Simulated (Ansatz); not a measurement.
**[C2H2F5]+ (SMILES F[C+](F)F.FCF), step by step**

Aim: a series of 20 runs (revPBE0-D4/def2-TZVP, PBE-D4/def2-TZVP, B3LYP-D3(BJ)/def2-TZVP, r2SCAN0-D3(BJ)-ATM/def2-TZVP) of C2H2F5 and its partners. 

Program for the calculation: Ansatz 0.2.0.

## Step 1: The structure to begin with

The species is [C2H2F5]+ (9 atoms), meant as a singlet with charge +1. SMILES: `F[C+](F)F.FCF`. Geometry: relaxed at GFN2-xTB.

Bond lengths: F1–C2 1.256 Å, C2–F3 1.257 Å, C2–F4 1.254 Å, F5–C6 1.464 Å, C6–F7 1.311 Å, C6–H8 1.098 Å, C6–H9 1.098 Å. Angles: F1–C2–F3 117.8°, F1–C2–F4 117.9°, F3–C2–F4 117.8°, F5–C6–F7 104.0°, F5–C6–H8 105.8°, F5–C6–H9 106.0°, F7–C6–H8 112.1°, F7–C6–H9 112.1°, H8–C6–H9 115.7°.

## Step 2: The energy at revPBE0-D4/def2-TZVP (run 1)

run.yaml reads:

```yaml
crystal:
  periodic: [false, false, false]
  atoms:
    - {symbol: F, position_ang: [1.891750, 0.022580, -0.399010]}
    - {symbol: C, position_ang: [0.930500, -0.072870, -1.201890]}
    - {symbol: F, position_ang: [0.441160, -1.213810, -1.397430]}
    - {symbol: F, position_ang: [0.860800, 0.761790, -2.135420]}
    - {symbol: F, position_ang: [-0.393480, 0.626740, -0.146730]}
    - {symbol: C, position_ang: [-0.900760, 0.099410, 1.121830]}
    - {symbol: F, position_ang: [-0.117920, -0.920130, 1.377850]}
    - {symbol: H, position_ang: [-0.776750, 0.909150, 1.853190]}
    - {symbol: H, position_ang: [-1.935300, -0.212870, 0.927610]}
basis:
  gaussian:
    orbitals: def2-TZVP
total_charge: 1
hamiltonian:
  xc: {name: revPBE0}
  dispersion: d4
```

On the command line:

```sh
$ ansatz run run.yaml --threads 1 --pin off --max-ram 2610MiB --events-out events.jsonl --progress --plain --runs-dir runs
```

The log of the run:

```text
Warning: RAYON_NUM_THREADS=1 ignored (pool sized by the plan → 1); use --threads N
Functional definition: revPBE0
  name "revPBE0"
  parameter a = 0.25
  parameter kappa = 1.245
  parameter beta = 0.06672455060314922
  exchange = (1 - a)*pbe_x(kappa = kappa, mu = beta*pi^2/3) + a*exact_x
  correlation = pbe_c(beta = beta)
1228 factors; their error is unknown
mean field evaluation 1: about -15673.6494 eV, gradient 7.0e1 eV
mean field evaluation 2: about -15669.1219 eV, gradient 9.1e1 eV
mean field evaluation 4: about -15679.7361 eV, gradient 1.4e0 eV
mean field evaluation 8: about -15679.7404 eV, gradient 4.0e-2 eV
mean field evaluation 16: about -15679.7914 eV, gradient 1.2e-4 eV
mean field -15679.79140713 eV, -576.2217060678 hartree, gradient 3.5e-5 eV, S^2 0.000000; 0 other end points of the search recorded, 0 dependent functions left out
reference -15679.79143375 eV, -576.2217070459 hartree; 29, 29 occupied and 200, 200 virtual orbitals, 1228 factors
Total energy: -15680.07849497 eV, -576.2322563512 hartree
```

Wall time 12 s (1 thread of Intel Xeon at 2.70GHz, shared host); peak memory 0.42 GiB.

## Step 3: [CF3]+: a single-point energy at revPBE0-D4/def2-TZVP (run 2)

in.yaml reads:

```yaml
crystal:
  periodic: [false, false, false]
  atoms:
    - symbol: F
      position_ang: [1.891750, 0.022580, -0.399010]
    - symbol: C
      position_ang: [0.930500, -0.072870, -1.201890]
    - symbol: F
      position_ang: [0.441160, -1.213810, -1.397430]
    - symbol: F
      position_ang: [0.860800, 0.761790, -2.135420]
basis:
  gaussian: {orbitals: def2-TZVP}
total_charge: 1
hamiltonian: {xc: {name: revPBE0}, dispersion: d4}
```

On the command line:

```sh
$ ansatz run in.yaml --threads 1 --pin off --max-ram 2610MiB --events-out events.jsonl --progress --plain --runs-dir runs
```

The log of the run, shortened:

```text
Warning: RAYON_NUM_THREADS=1 ignored (pool sized by the plan → 1); use --threads N
[... 7 set-up lines as earlier in the session ...]
648 factors; their error is unknown
mean field evaluation 1: about -9170.0690 eV, gradient 6.9e1 eV
mean field evaluation 2: about -9162.4435 eV, gradient 1.0e2 eV
mean field evaluation 4: about -9175.8408 eV, gradient 9.7e-1 eV
mean field evaluation 8: about -9175.8435 eV, gradient 2.1e-2 eV
mean field -9175.88194061 eV, -337.2074416812 hartree, gradient 6.8e-5 eV, S^2 0.000000; 0 other end points of the search recorded, 0 dependent functions left out
reference -9175.88195587 eV, -337.2074422420 hartree; 16, 16 occupied and 108, 108 virtual orbitals, 648 factors
Total energy: -9175.95903977 eV, -337.2102750230 hartree
```

Wall time 2.4 s (1 thread of Intel Xeon at 2.70GHz, shared host); peak memory 0.17 GiB.

Runs 3 to 13 aren't shown in full; the table further down has their settings and results.

## Step 4: CH2F2: the energy at B3LYP-D3(BJ)/def2-TZVP (run 14)

molecule.yaml reads:

```yaml
crystal:
  periodic: [false, false, false]
  atoms:
    - {symbol: F, position_ang: [-0.393480, 0.626740, -0.146730]}
    - {symbol: C, position_ang: [-0.900760, 0.099410, 1.121830]}
    - {symbol: F, position_ang: [-0.117920, -0.920130, 1.377850]}
    - {symbol: H, position_ang: [-0.776750, 0.909150, 1.853190]}
    - {symbol: H, position_ang: [-1.935300, -0.212870, 0.927610]}
basis:
  gaussian: {orbitals: def2-TZVP}
hamiltonian: {xc: {name: B3LYP}, dispersion: d3bj}
```

On the command line:

```sh
$ ansatz run molecule.yaml --threads 1 --pin off --max-ram 2610MiB --events-out events.jsonl --progress --plain --runs-dir runs
```

The log of the run:

```text
Warning: RAYON_NUM_THREADS=1 ignored (pool sized by the plan → 1); use --threads N
Functional definition: B3LYP
  name "B3LYP"
  parameter a0 = 0.2
  parameter ax = 0.72
  parameter ac = 0.81
  exchange = (1 - a0 - ax)*slater_x + ax*b88_x + a0*exact_x
  correlation = (1 - ac)*vwn_rpa_c + ac*lyp_c
580 factors; their error is unknown
mean field evaluation 1: about -6504.4196 eV, gradient 3.2e1 eV
mean field evaluation 2: about -6503.5856 eV, gradient 4.2e1 eV
mean field evaluation 4: about -6505.9234 eV, gradient 1.7e0 eV
mean field evaluation 8: about -6505.9283 eV, gradient 8.1e-3 eV
mean field evaluation 16: about -6505.9374 eV, gradient 1.1e-5 eV
mean field -6505.93735436 eV, -239.0887878899 hartree, gradient 1.1e-5 eV, S^2 0.000000; 0 other end points of the search recorded, 0 dependent functions left out
reference -6505.93751066 eV, -239.0887936338 hartree; 13, 13 occupied and 92, 92 virtual orbitals, 580 factors
Total energy: -6506.00198831 eV, -239.0911631440 hartree
```

Run time: 2.9 s. Hardware: 1 thread of Intel Xeon at 2.70GHz, shared host; peak memory 0.14 GiB.

Runs 15 to 19 aren't shown in full; the table further down has their settings and results.

## Step 5: CH2F2 among ghost functions: a single-point energy at r2SCAN0-D3(BJ)-ATM/def2-TZVP (with ghost functions) (run 20)

job.yaml reads:

```yaml
basis:
  gaussian:
    orbitals: def2-TZVP
    ghost_atoms: [{symbol: F, position_ang: [1.891750, 0.022580, -0.399010]}, {symbol: C, position_ang: [0.930500, -0.072870, -1.201890]}, {symbol: F, position_ang: [0.441160, -1.213810, -1.397430]}, {symbol: F, position_ang: [0.860800, 0.761790, -2.135420]}]
crystal:
  periodic: [false, false, false]
  atoms:
    - {symbol: F, position_ang: [-0.393480, 0.626740, -0.146730]}
    - {symbol: C, position_ang: [-0.900760, 0.099410, 1.121830]}
    - {symbol: F, position_ang: [-0.117920, -0.920130, 1.377850]}
    - {symbol: H, position_ang: [-0.776750, 0.909150, 1.853190]}
    - {symbol: H, position_ang: [-1.935300, -0.212870, 0.927610]}
hamiltonian: {xc: {name: r2SCAN0}, dispersion: d3bjatm}
```

On the command line:

```sh
$ ansatz run job.yaml --threads 1 --pin off --max-ram 2610MiB --events-out events.jsonl --progress --plain --runs-dir runs
```

The log of the run:

```text
Warning: RAYON_NUM_THREADS=1 ignored (pool sized by the plan → 1); use --threads N
Functional definition: r2SCAN0
  name "r2SCAN0"
[... 1 set-up line as earlier in the session ...]
  parameter k0 = 0.174
  parameter k1 = 0.065
  parameter a1 = 4.9479
  exchange = (1 - a)*r2scan_x(k0 = k0, k1 = k1, a1 = a1) + a*exact_x
  correlation = r2scan_c
1191 factors; their error is unknown
mean field evaluation 1: about -6500.9287 eV, gradient 2.8e1 eV
mean field evaluation 2: about -6500.6314 eV, gradient 3.3e1 eV
mean field evaluation 4: about -6502.0369 eV, gradient 1.3e0 eV
mean field evaluation 8: about -6502.0435 eV, gradient 2.1e-2 eV
mean field evaluation 16: about -6502.0580 eV, gradient 1.7e-5 eV
mean field -6502.05804815 eV, -238.9462260164 hartree, gradient 1.7e-5 eV, S^2 0.000000; 0 other end points of the search recorded, 0 dependent functions left out
reference -6502.05805616 eV, -238.9462263108 hartree; 13, 13 occupied and 216, 216 virtual orbitals, 1191 factors
Total energy: -6502.06836118 eV, -238.9466050131 hartree
```

It took 11 s on 1 thread of Intel Xeon at 2.70GHz, shared host; peak memory 0.39 GiB.

## Step 6: Overview of the runs

| run | level | fragment atoms | contact | partner | energy (Eh) | dispersion energy (kJ/mol) | wall time |
| --- | --- | --- | --- | --- | --- | --- | --- |
| 1 | revPBE0-D4/def2-TZVP | – | – | base | -576.232256 | -27.70 | 12 s |
| 2 | revPBE0-D4/def2-TZVP | (1, 2, 3, 4) | base | fragment | -337.210275 | -7.44 | 2.4 s |
| 3 | revPBE0-D4/def2-TZVP (with ghost functions) | (1, 2, 3, 4) | base | fragment with ghosts | -337.210534 | -7.44 | 8.1 s |
| 4 | revPBE0-D4/def2-TZVP | (5, 6, 7, 8, 9) | base | fragment | -238.972232 | -9.00 | 2.2 s |
| 5 | revPBE0-D4/def2-TZVP (with ghost functions) | (5, 6, 7, 8, 9) | base | fragment with ghosts | -238.973071 | -9.00 | 7.5 s |
| 6 | PBE-D4/def2-TZVP | – | – | base | -575.954636 | -11.88 | 5.7 s |
| 7 | PBE-D4/def2-TZVP | (1, 2, 3, 4) | base | fragment | -337.059225 | -2.92 | 1.9 s |
| 8 | PBE-D4/def2-TZVP (with ghost functions) | (1, 2, 3, 4) | base | fragment with ghosts | -337.059486 | -2.92 | 5.7 s |
| 9 | PBE-D4/def2-TZVP | (5, 6, 7, 8, 9) | base | fragment | -238.846681 | -3.54 | 1.6 s |
| 10 | PBE-D4/def2-TZVP (with ghost functions) | (5, 6, 7, 8, 9) | base | fragment with ghosts | -238.847738 | -3.54 | 6.6 s |
| 11 | B3LYP-D3(BJ)/def2-TZVP | – | – | base | -576.509895 | -19.79 | 14 s |
| 12 | B3LYP-D3(BJ)/def2-TZVP | (1, 2, 3, 4) | base | fragment | -337.368190 | -5.40 | 3.9 s |
| 13 | B3LYP-D3(BJ)/def2-TZVP (with ghost functions) | (1, 2, 3, 4) | base | fragment with ghosts | -337.368409 | -5.40 | 9.7 s |
| 14 | B3LYP-D3(BJ)/def2-TZVP | (5, 6, 7, 8, 9) | base | fragment | -239.091163 | -6.22 | 2.9 s |
| 15 | B3LYP-D3(BJ)/def2-TZVP (with ghost functions) | (5, 6, 7, 8, 9) | base | fragment with ghosts | -239.092035 | -6.22 | 11 s |
| 16 | r2SCAN0-D3(BJ)-ATM/def2-TZVP | – | – | base | -576.183507 | -3.68 | 19 s |
| 17 | r2SCAN0-D3(BJ)-ATM/def2-TZVP | (1, 2, 3, 4) | base | fragment | -337.180823 | -0.85 | 5.5 s |
| 18 | r2SCAN0-D3(BJ)-ATM/def2-TZVP (with ghost functions) | (1, 2, 3, 4) | base | fragment with ghosts | -337.181057 | -0.85 | 13 s |
| 19 | r2SCAN0-D3(BJ)-ATM/def2-TZVP | (5, 6, 7, 8, 9) | base | fragment | -238.945964 | -0.99 | 3.9 s |
| 20 | r2SCAN0-D3(BJ)-ATM/def2-TZVP (with ghost functions) | (5, 6, 7, 8, 9) | base | fragment with ghosts | -238.946605 | -0.99 | 11 s |

## Step 7: What came out

| quantity | value |
| --- | --- |
| CH2F2 among ghost functions, run 20: total energy | -238.94661 Eh |
| CH2F2 among ghost functions, run 20: dispersion energy | -0.99 kJ/mol |
| interaction energy of the rigid parts [CF3]+ and CH2F2 (parts in their own basis; closest atoms 1.83 Å apart), revPBE0-D4/def2-TZVP | -1.354 eV |
| interaction energy of the rigid parts [CF3]+ and CH2F2 (parts in the whole basis, counterpoise; closest atoms 1.83 Å apart), revPBE0-D4/def2-TZVP | -1.324 eV |
| interaction energy of the rigid parts [CF3]+ and CH2F2 (parts in their own basis; closest atoms 1.83 Å apart), PBE-D4/def2-TZVP | -1.326 eV |
| interaction energy of the rigid parts [CF3]+ and CH2F2 (parts in the whole basis, counterpoise; closest atoms 1.83 Å apart), PBE-D4/def2-TZVP | -1.290 eV |
| interaction energy of the rigid parts [CF3]+ and CH2F2 (parts in the whole basis, counterpoise; closest atoms 1.83 Å apart), B3LYP-D3(BJ)/def2-TZVP | -1.346 eV |
| interaction energy of the rigid parts [CF3]+ and CH2F2 (parts in their own basis; closest atoms 1.83 Å apart), B3LYP-D3(BJ)/def2-TZVP | -1.375 eV |
| interaction energy of the rigid parts [CF3]+ and CH2F2 (parts in their own basis; closest atoms 1.83 Å apart), r2SCAN0-D3(BJ)-ATM/def2-TZVP | -1.543 eV |
| interaction energy of the rigid parts [CF3]+ and CH2F2 (parts in the whole basis, counterpoise; closest atoms 1.83 Å apart), r2SCAN0-D3(BJ)-ATM/def2-TZVP | -1.520 eV |

**Reading.** At revPBE0-D4/def2-TZVP: the interaction energy of the rigid parts [CF3]+ and CH2F2 (parts in their own basis; closest atoms 1.83 Å apart) is −1.35 eV (−31 kcal/mol): the parts attract. Without counterpoise this holds the superposition error of the basis. At revPBE0-D4/def2-TZVP: the interaction energy of the rigid parts [CF3]+ and CH2F2 (parts in the whole basis, counterpoise; closest atoms 1.83 Å apart) is −1.32 eV (−128 kJ/mol): the parts attract. The basis-set superposition error is 2.9 kJ/mol. At PBE-D4/def2-TZVP: the interaction energy of the rigid parts [CF3]+ and CH2F2 (parts in their own basis; closest atoms 1.83 Å apart) is −1.33 eV (−128 kJ/mol): the parts attract. At PBE-D4/def2-TZVP: the interaction energy of the rigid parts [CF3]+ and CH2F2 (parts in the whole basis, counterpoise; closest atoms 1.83 Å apart) is −1.29 eV (−124 kJ/mol): the parts attract. The basis-set superposition error is 3.5 kJ/mol. Totals of different functionals can't be ranked against each other. All runs together took 2.5 min, the longest 19 s.
